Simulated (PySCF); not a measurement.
**CH₃NSeSi: electronic excitations and core binding energies**

Wanted: the electronic excitations and core binding energies of CH₃NSeSi (`N#C[SiH2][SeH]`), by calculation.

Programs: PySCF 2.14.0, with density-fitted response routines of our own. Each step states its level of theory. These are calculated values for one molecule in the gas phase, unless marked as measured. Atoms are numbered from 0 throughout.

### 1 The starting structure

7 atoms, charge 0, multiplicity 1; geometry from: GFN2-xTB.

Bonds of the start (Å): N0–C1 1.14, C1–Si2 1.87, Si2–Se3 2.28, Si2–H4 1.46, Si2–H5 1.46, Se3–H6 1.44.

### 2 Excited states and response: CAM-B3LYP/def2-SVPD

The job: settings as JSON, then the geometry in Å.

```
{"job": {"kind": "uv", "xc": "CAM-B3LYP", "basis": "def2-SVPD", "nstates": 8, "ntriplets": 3}, "charge": 0, "multiplicity": 1}
N      2.034319    -1.536702     0.188962
C      1.291404    -0.668619     0.120916
Si     0.057552     0.728526     0.003035
Se    -1.912710    -0.144632    -0.751497
H      0.514407     1.658027    -1.019936
H     -0.087139     1.280933     1.347235
H     -1.894499    -1.312628     0.084207
```

With the program's defaults for keys left out, this is: TDDFT CAM-B3LYP/def2-SVPD, vertical, gas phase, core orbitals frozen in the response.

The run is started by

```console
> OMP_NUM_THREADS=1 python probes_run.py task.json out
```

This one command runs all jobs of the session in turn.

Output:

```text
coarse grid: 31464 points
cycle   1  E = -2785.2886965128  dE = -6.211e-01  |g| = 4.462e-01  |ddm| = 3.141e+00
cycle   2  E = -2785.2201635106  dE =  6.853e-02  |g| = 7.429e-01  |ddm| = 1.262e+00
cycle   3  E = -2785.3459091005  dE = -1.257e-01  |g| = 7.579e-02  |ddm| = 7.240e-01
cycle   4  E = -2785.3472788980  dE = -1.370e-03  |g| = 2.150e-02  |ddm| = 1.224e-01
cycle   5  E = -2785.3474055378  dE = -1.266e-04  |g| = 6.618e-03  |ddm| = 4.155e-02
cycle   6  E = -2785.3474130829  dE = -7.545e-06  |g| = 1.191e-03  |ddm| = 1.006e-02
final grid: 63320 points
cycle   7  E = -2785.3473730825  dE = -2.463e-07  |g| = 9.852e-04  |ddm| = 3.295e-03
cycle   8  E = -2785.3473731177  dE = -3.515e-08  |g| = 8.971e-04  |ddm| = 2.009e-03
cycle   9  E = -2785.3473732058  dE = -8.810e-08  |g| = 2.494e-05  |ddm| = 9.417e-04
cycle  10  E = -2785.3473732063  dE = -5.493e-10  |g| = 1.256e-05  |ddm| = 1.005e-04
converged SCF energy = -2785.3473732063

Static polarisability (au): isotropic 68.828, principal 56.255 66.752 83.476

Singlet excitations
state   eV       nm        f      main configurations
  1   5.2649    235.5   0.01244   H->L 0.75, H->L+1 0.18
  2   5.5679    222.7   0.01660   H->L+1 0.65, H->L 0.21
  3   6.4007    193.7   0.00024   H->L+2 0.59, H->L+3 0.26
  4   6.6581    186.2   0.01617   H->L+3 0.56, H->L+2 0.28
  5   7.0445    176.0   0.00954   H-2->L 0.54
  6   7.1205    174.1   0.02160   H->L+4 0.74
  7   7.3104    169.6   0.12418   H-1->L 0.40, H-2->L+2 0.14, H->L+4 0.14
  8   7.3778    168.1   0.00446   H-1->L+2 0.30, H-1->L+1 0.16, H-2->L 0.14

Triplet excitations (Tamm-Dancoff, eV): 4.8941 5.1348 5.8596
```

It took 13 s on 1 thread of Arm Neoverse V1, shared host; peak memory 0.53 GiB.

The orbitals next to the gap, with their largest atomic shares:

| orbital | eV | atoms |
| --- | --- | --- |
| HOMO−3 | -11.93 | N0 51 %, C1 28 %, Se3 9 % |
| HOMO−2 | -11.52 | N0 42 %, C1 35 %, Si2 10 % |
| HOMO−1 | -10.69 | Se3 54 %, Si2 14 %, N0 12 % |
| HOMO | -8.87 | Se3 79 %, Si2 10 %, H6 7 % |
| LUMO | -0.27 | Se3 31 %, Si2 26 %, C1 16 % |
| LUMO+1 | 0.35 | Se3 44 %, Si2 21 %, H6 15 % |
| LUMO+2 | 0.59 | Si2 27 %, C1 25 %, N0 24 % |

With each of the 8 states as a Gaussian band of 0.4 eV half-width at 1/e, the curve within the window shown has maxima at 227 nm (ε 1,000), 170 nm (ε 6,200) L/(mol cm). Beyond the last state computed it falls off for lack of states. The curve at chosen wavelengths:

nm, ε (L/mol/cm) and a bar:
```
      161       2424 ############
      165       4744 #######################
      169       6182 ##############################
      173       5762 ############################
      178       3733 ##################
      182       2270 ###########
      186       1356 ######
      190        822 ####
      194        490 ##
      198        293 #
      203        224 #
      207        299 #
      211        459 ##
      215        659 ###
      219        847 ####
      223        976 ####
      228       1021 #####
      232        965 ####
      236        849 ####
      240        700 ###
      244        542 ##
      248        397 ##
      253        249 #
      257        162 #
      261        100 
      265         60
```

Ground-state properties from the same run:

| property | computed |
| --- | --- |
| dipole moment (D) | 3.07 |
| polarisability (Å³) | 10.20 |
| HOMO–LUMO gap (eV) | 8.60 |
| −ε(HOMO) (eV) | 8.87 |

### 3 Core-electron binding energies: SCAN, X2C

Settings changed since step 2:

```diff
@@ -1,2 +1,2 @@
-{"job": {"kind": "uv", "xc": "CAM-B3LYP", "basis": "def2-SVPD", "nstates": 8, "ntriplets": 3}, "charge": 0, "multiplicity": 1}
+{"job": {"kind": "xps"}, "charge": 0, "multiplicity": 1}
 N      2.034319    -1.536702     0.188962
```

Method: delta-SCF UKS SCAN, pcX-2 on the ionised atom, pcseg-1 elsewhere, spin-free X2C.

Output:

```text
ground state, core basis on atom 0 (N), 119 functions
  cycle   1  E = -2808.10513759  |g| = 4.08e-01
  cycle   2  E = -2807.92422483  |g| = 9.45e-01
  cycle   3  E = -2808.14005693  |g| = 2.27e-01
  cycle   4  E = -2808.15222526  |g| = 3.05e-02
  cycle   5  E = -2808.15246755  |g| = 1.30e-02
  cycle   6  E = -2808.15252960  |g| = 2.74e-03
  cycle   7  E = -2808.15253275  |g| = 8.30e-04
  cycle   8  E = -2808.15252907  |g| = 1.87e-04
  E(ground) = -2808.19284457 Eh
hole in N 1s of atom 0
  cycle   1  E = -2792.54936129  |g| = 1.84e+00
  cycle   2  E = -2788.25492324  |g| = 2.77e+00
  cycle   3  E = -2792.49329666  |g| = 1.01e+00
  cycle   4  E = -2793.05801393  |g| = 6.93e-01
  cycle   5  E = -2793.19186034  |g| = 3.96e-01
  cycle   6  E = -2793.25349025  |g| = 6.10e-02
  cycle   7  E = -2793.25616890  |g| = 1.95e-02
  cycle   8  E = -2793.25648913  |g| = 1.29e-02
  cycle   9  E = -2793.25665321  |g| = 6.24e-03
  cycle  10  E = -2793.25672112  |g| = 3.41e-03
  cycle  11  E = -2793.25673963  |g| = 1.23e-03
  cycle  12  E = -2793.25674103  |g| = 4.97e-04
  E(ion) = -2793.29696723 Eh   <S^2> = 0.8174   hole on atom = 1.000   binding energy = 405.337 eV
ground state, core basis on atom 1 (C), 119 functions
  cycle   1  E = -2808.14228259  |g| = 5.90e-02
  cycle   2  E = -2808.14166658  |g| = 5.60e-02
  cycle   3  E = -2808.14142711  |g| = 6.41e-02
  cycle   4  E = -2808.14237384  |g| = 4.58e-03
  cycle   5  E = -2808.14237864  |g| = 5.72e-04
  cycle   6  E = -2808.14237743  |g| = 1.54e-04
  E(ground) = -2808.18627111 Eh
hole in C 1s of atom 1
  cycle   1  E = -2796.86577015  |g| = 1.50e+00
  cycle   2  E = -2791.95349313  |g| = 2.67e+00
  cycle   3  E = -2793.08260829  |g| = 1.88e+00
  cycle   4  E = -2797.15810927  |g| = 7.75e-01
  cycle   5  E = -2796.01559093  |g| = 1.12e+00
  cycle   6  E = -2797.37757354  |g| = 2.91e-01
  cycle   7  E = -2797.41408795  |g| = 6.82e-02
  cycle   8  E = -2797.41654912  |g| = 2.39e-02
  cycle   9  E = -2797.41698656  |g| = 7.81e-03
  cycle  10  E = -2797.41707119  |g| = 4.66e-03
  cycle  11  E = -2797.41712761  |g| = 2.71e-03
  cycle  12  E = -2797.41714804  |g| = 1.34e-03
  cycle  13  E = -2797.41715149  |g| = 4.53e-04
  E(ion) = -2797.45913134 Eh   <S^2> = 0.8151   hole on atom = 1.000   binding energy = 291.900 eV
ground state, core basis on atom 2 (Si), 130 functions
  cycle   1  E = -2808.23231441  |g| = 2.89e-01
  cycle   2  E = -2808.23070908  |g| = 9.55e-02
  cycle   3  E = -2808.21968883  |g| = 2.34e-01
  cycle   4  E = -2808.23261619  |g| = 1.72e-02
  cycle   5  E = -2808.23266200  |g| = 3.39e-03
  cycle   6  E = -2808.23266563  |g| = 4.28e-04
  E(ground) = -2808.23336247 Eh
hole in Si 1s of atom 2
  cycle   1  E = -2739.24077649  |g| = 4.35e+00
  cycle   2  E = -2738.40077517  |g| = 2.52e+00
  cycle   3  E = -2738.44996498  |g| = 1.72e+00
  cycle   4  E = -2739.97597020  |g| = 8.18e-01
  cycle   5  E = -2740.17686504  |g| = 4.59e-01
  cycle   6  E = -2740.29672245  |g| = 8.76e-02
  cycle   7  E = -2740.30176111  |g| = 3.22e-02
  cycle   8  E = -2740.30245191  |g| = 8.38e-03
  cycle   9  E = -2740.30249546  |g| = 2.13e-03
  cycle  10  E = -2740.30249920  |g| = 7.53e-04
  cycle  11  E = -2740.30250009  |g| = 2.86e-04
  E(ion) = -2740.31135999 Eh   <S^2> = 0.7527   hole on atom = 1.000   binding energy = 1848.252 eV
hole in Si 2p of atom 2
  cycle   1  E = -2803.90355914  |g| = 1.24e+00
  cycle   2  E = -2803.13186140  |g| = 1.54e+00
  cycle   3  E = -2803.80758264  |g| = 8.88e-01
  cycle   4  E = -2804.18191125  |g| = 3.19e-01
  cycle   5  E = -2804.21452458  |g| = 1.57e-01
  cycle   6  E = -2804.23053789  |g| = 2.83e-02
  cycle   7  E = -2804.23100196  |g| = 9.47e-03
  cycle   8  E = -2804.23105986  |g| = 2.06e-03
  cycle   9  E = -2804.23106263  |g| = 5.14e-04
  cycle  10  E = -2804.23106231  |g| = 2.15e-04
  E(ion) = -2804.24318481 Eh   <S^2> = 0.7521   hole on atom = 1.003   binding energy = 108.578 eV
  2p3/2 = 108.404 eV   2p1/2 = 109.029 eV
```

Wall time 17 s (1 thread of Arm Neoverse V1, shared host); peak memory 0.52 GiB.

The holes in one table. −ε is the ground-state orbital energy:

| hole | stands for | environment | ΔSCF (eV; 2p as the shell's mean) | −ε (eV) | ⟨S²⟩ |
| --- | --- | --- | --- | --- | --- |
| N1s on N0 | N0 | nitrile nitrogen | 405.34 | 386.4 | 0.817 |
| C1s on C1 | C1 | nitrile carbon | 291.90 | 274.5 | 0.815 |
| Si1s on Si2 | Si2 | silicon bonded to C, Se, 2 H | 1848.25 | 1795.2 | 0.753 |
| Si2p on Si2 | Si2 | silicon bonded to C, Se, 2 H | 108.61 | 97.9 | 0.752 |

With the spin-orbit splitting: Si2 2p3/2 108.40, 2p1/2 109.03 eV. The table gives each 2p level as the mean over the whole 2p shell (two parts 2p3/2, one part 2p1/2), which differs a little from the single hole in the log.

### 4 What came out

| quantity | value |
| --- | --- |
| lowest singlet (CAM-B3LYP/def2-SVPD) | 5.26 eV (235 nm), f = 0.012 |
| brightest single state of those computed | state 7, 7.31 eV, f = 0.124 |
| lowest triplet | 4.89 eV |
| N1s binding energies, SCAN/pcX-2 | N0 405.34 eV |
| C1s binding energies, SCAN/pcX-2 | C1 291.90 eV |
| Si1s binding energies, SCAN/pcX-2 | Si2 1848.25 eV |
| Si2p binding energies, SCAN/pcX-2 | Si2 108.61 eV |

The lowest singlet, at 5.26 eV, is HOMO→LUMO 0.75, HOMO→LUMO+1 0.18 and is weak; of the 8 states computed, the strongest absorption comes from state 7 at 7.31 eV. The lowest triplet lies 0.37 eV below the lowest singlet (triplets in Tamm-Dancoff, singlets in full TDDFT).
